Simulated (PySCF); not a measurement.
**Mo²²⁺, Mo²³⁺: ionisation energy in even-tempered 18s12p8d4f3g**

Each state of molybdenum is computed at each level; their differences give the ionisation energy. How far do the methods differ?

The numbers are computed with PySCF 2.14.0 (unrestricted determinants in a Gaussian basis, no spin-orbit coupling in the energies), except any that are marked as measured or tabulated.

### 1 The system

- Element: molybdenum (Z = 42)
- Basis: an uncontracted even-tempered set (18 s from 2.5 bohr⁻², ratio 2.5; 12 p from 3.2 bohr⁻², ratio 2.5; 8 d from 3.2 bohr⁻², ratio 2.5; 4 f from 11 bohr⁻², ratio 2.7; 3 g from 17 bohr⁻², ratio 2.7)
- Hamiltonian: the spin-free X2C one-electron Hamiltonian (Gaussian nucleus)
- State 1: Mo²²⁺: [Ar] 3d2, high-spin 3F determinant
- State 2: Mo²³⁺: [Ar] 3d1, 2D determinant
- Methods: UHF, LDA, PBE, PBE0, r2SCAN, BP86, BLYP, MP2
- Core shells frozen in the correlated runs: outer shells: [Ne] (for Mo²²⁺)

The outer shells:

Mo22+ [Ar] 3d2
```
[Ar] core
3d [↑ ][↑ ][  ][  ][  ]
```

Mo23+ [Ar] 3d1
```
[Ar] core
3d [↑ ][  ][  ][  ][  ]
```

One driver process ran all states and methods and kept the integrals in memory. Each run is shown as a PySCF script that sums up its settings (the driver passes frozen orbitals as a list and adds second-order terms of double hybrids); the logs are those of the runs themselves. The driver starts from symmetry-adapted Hartree-Fock orbitals, holds the occupation by maximum overlap and uses a logarithmic radial grid for functionals, so a plain start would take other cycles.

The integrals over 149 functions and the set-up took 1.4 s of CPU time.

### 2 Mo²²⁺: the ladder of methods

#### UHF

input.py

```python
from pyscf import gto, scf, dft, mp, cc
mol = gto.M(atom="Mo 0 0 0", charge=22, spin=2, symmetry="D2h",
            basis=gto.etbs([(0, 18, 2.5, 2.5), (1, 12, 3.2, 2.5), (2, 8, 3.2, 2.5), (3, 4, 11, 2.7), (4, 3, 17, 2.7)]),
            nucmod="G")
mf = scf.UHF(mol).sfx2c1e()
mf.irrep_nelec = {'Ag': (4, 3), 'B1g': (1, 0), 'B1u': (2, 2), 'B2u': (2, 2), 'B3u': (2, 2)}
mf.kernel()
```

#### LDA

input.py, as changed from the run before:

```diff
@@ -4,3 +4,3 @@
             nucmod="G")
-mf = scf.UHF(mol).sfx2c1e()
+mf = dft.UKS(mol, xc="LDA,VWN").sfx2c1e()
 mf.irrep_nelec = {'Ag': (4, 3), 'B1g': (1, 0), 'B1u': (2, 2), 'B2u': (2, 2), 'B3u': (2, 2)}
```

#### PBE

input.py, as changed from the run before:

```diff
@@ -4,3 +4,3 @@
             nucmod="G")
-mf = dft.UKS(mol, xc="LDA,VWN").sfx2c1e()
+mf = dft.UKS(mol, xc="PBE").sfx2c1e()
 mf.irrep_nelec = {'Ag': (4, 3), 'B1g': (1, 0), 'B1u': (2, 2), 'B2u': (2, 2), 'B3u': (2, 2)}
```

#### PBE0

input.py, as changed from the run before:

```diff
@@ -4,3 +4,3 @@
             nucmod="G")
-mf = dft.UKS(mol, xc="PBE").sfx2c1e()
+mf = dft.UKS(mol, xc="PBE0").sfx2c1e()
 mf.irrep_nelec = {'Ag': (4, 3), 'B1g': (1, 0), 'B1u': (2, 2), 'B2u': (2, 2), 'B3u': (2, 2)}
```

#### r2SCAN

input.py, as changed from the run before:

```diff
@@ -4,3 +4,3 @@
             nucmod="G")
-mf = dft.UKS(mol, xc="PBE0").sfx2c1e()
+mf = dft.UKS(mol, xc="R2SCAN").sfx2c1e()
 mf.irrep_nelec = {'Ag': (4, 3), 'B1g': (1, 0), 'B1u': (2, 2), 'B2u': (2, 2), 'B3u': (2, 2)}
```

#### BP86

input.py, as changed from the run before:

```diff
@@ -4,3 +4,3 @@
             nucmod="G")
-mf = dft.UKS(mol, xc="R2SCAN").sfx2c1e()
+mf = dft.UKS(mol, xc="B88,P86").sfx2c1e()
 mf.irrep_nelec = {'Ag': (4, 3), 'B1g': (1, 0), 'B1u': (2, 2), 'B2u': (2, 2), 'B3u': (2, 2)}
```

#### BLYP

input.py, as changed from the run before:

```diff
@@ -4,3 +4,3 @@
             nucmod="G")
-mf = dft.UKS(mol, xc="B88,P86").sfx2c1e()
+mf = dft.UKS(mol, xc="BLYP").sfx2c1e()
 mf.irrep_nelec = {'Ag': (4, 3), 'B1g': (1, 0), 'B1u': (2, 2), 'B2u': (2, 2), 'B3u': (2, 2)}
```

#### MP2 (outer shells)

input.py, as changed from the run before:

```diff
@@ -4,4 +4,5 @@
             nucmod="G")
-mf = dft.UKS(mol, xc="BLYP").sfx2c1e()
+mf = scf.UHF(mol).sfx2c1e()
 mf.irrep_nelec = {'Ag': (4, 3), 'B1g': (1, 0), 'B1u': (2, 2), 'B2u': (2, 2), 'B3u': (2, 2)}
 mf.kernel()
+mp.UMP2(mf, frozen=5).kernel()
```

### 3 Mo²³⁺, method by method

#### UHF

input.py

```python
from pyscf import gto, scf, dft, mp, cc
mol = gto.M(atom="Mo 0 0 0", charge=23, spin=1, symmetry="D2h",
            basis=gto.etbs([(0, 18, 2.5, 2.5), (1, 12, 3.2, 2.5), (2, 8, 3.2, 2.5), (3, 4, 11, 2.7), (4, 3, 17, 2.7)]),
            nucmod="G")
mf = scf.UHF(mol).sfx2c1e()
mf.irrep_nelec = {'Ag': (3, 3), 'B1g': (1, 0), 'B1u': (2, 2), 'B2u': (2, 2), 'B3u': (2, 2)}
mf.kernel()
```

#### LDA

input.py, as changed from the run before:

```diff
@@ -4,3 +4,3 @@
             nucmod="G")
-mf = scf.UHF(mol).sfx2c1e()
+mf = dft.UKS(mol, xc="LDA,VWN").sfx2c1e()
 mf.irrep_nelec = {'Ag': (3, 3), 'B1g': (1, 0), 'B1u': (2, 2), 'B2u': (2, 2), 'B3u': (2, 2)}
```

#### PBE

input.py, as changed from the run before:

```diff
@@ -4,3 +4,3 @@
             nucmod="G")
-mf = dft.UKS(mol, xc="LDA,VWN").sfx2c1e()
+mf = dft.UKS(mol, xc="PBE").sfx2c1e()
 mf.irrep_nelec = {'Ag': (3, 3), 'B1g': (1, 0), 'B1u': (2, 2), 'B2u': (2, 2), 'B3u': (2, 2)}
```

#### PBE0

input.py, as changed from the run before:

```diff
@@ -4,3 +4,3 @@
             nucmod="G")
-mf = dft.UKS(mol, xc="PBE").sfx2c1e()
+mf = dft.UKS(mol, xc="PBE0").sfx2c1e()
 mf.irrep_nelec = {'Ag': (3, 3), 'B1g': (1, 0), 'B1u': (2, 2), 'B2u': (2, 2), 'B3u': (2, 2)}
```

#### r2SCAN

input.py, as changed from the run before:

```diff
@@ -4,3 +4,3 @@
             nucmod="G")
-mf = dft.UKS(mol, xc="PBE0").sfx2c1e()
+mf = dft.UKS(mol, xc="R2SCAN").sfx2c1e()
 mf.irrep_nelec = {'Ag': (3, 3), 'B1g': (1, 0), 'B1u': (2, 2), 'B2u': (2, 2), 'B3u': (2, 2)}
```

#### BP86

input.py, as changed from the run before:

```diff
@@ -4,3 +4,3 @@
             nucmod="G")
-mf = dft.UKS(mol, xc="R2SCAN").sfx2c1e()
+mf = dft.UKS(mol, xc="B88,P86").sfx2c1e()
 mf.irrep_nelec = {'Ag': (3, 3), 'B1g': (1, 0), 'B1u': (2, 2), 'B2u': (2, 2), 'B3u': (2, 2)}
```

#### BLYP

input.py, as changed from the run before:

```diff
@@ -4,3 +4,3 @@
             nucmod="G")
-mf = dft.UKS(mol, xc="B88,P86").sfx2c1e()
+mf = dft.UKS(mol, xc="BLYP").sfx2c1e()
 mf.irrep_nelec = {'Ag': (3, 3), 'B1g': (1, 0), 'B1u': (2, 2), 'B2u': (2, 2), 'B3u': (2, 2)}
```

#### MP2 (outer shells)

input.py, as changed from the run before:

```diff
@@ -4,4 +4,5 @@
             nucmod="G")
-mf = dft.UKS(mol, xc="BLYP").sfx2c1e()
+mf = scf.UHF(mol).sfx2c1e()
 mf.irrep_nelec = {'Ag': (3, 3), 'B1g': (1, 0), 'B1u': (2, 2), 'B2u': (2, 2), 'B3u': (2, 2)}
 mf.kernel()
+mp.UMP2(mf, frozen=5).kernel()
```

**Question.** What will these runs give?

As calculated:

| quantity | value |
| --- | --- |
| ionisation energy, Mo²²⁺ | UHF 1017.7, MP2 (outer shells) 1017.7 eV; reference 1019 ± 4 |

The methods span 1.581 eV, from SCS-MP2 (outer shells) (1017.6) to r2SCAN (1019.2). The reference is uncertain or not like for like (spin-orbit coupling or other relativistic terms), so no ranking of close methods is drawn. All values hold for this basis alone; no basis-set limit was taken.
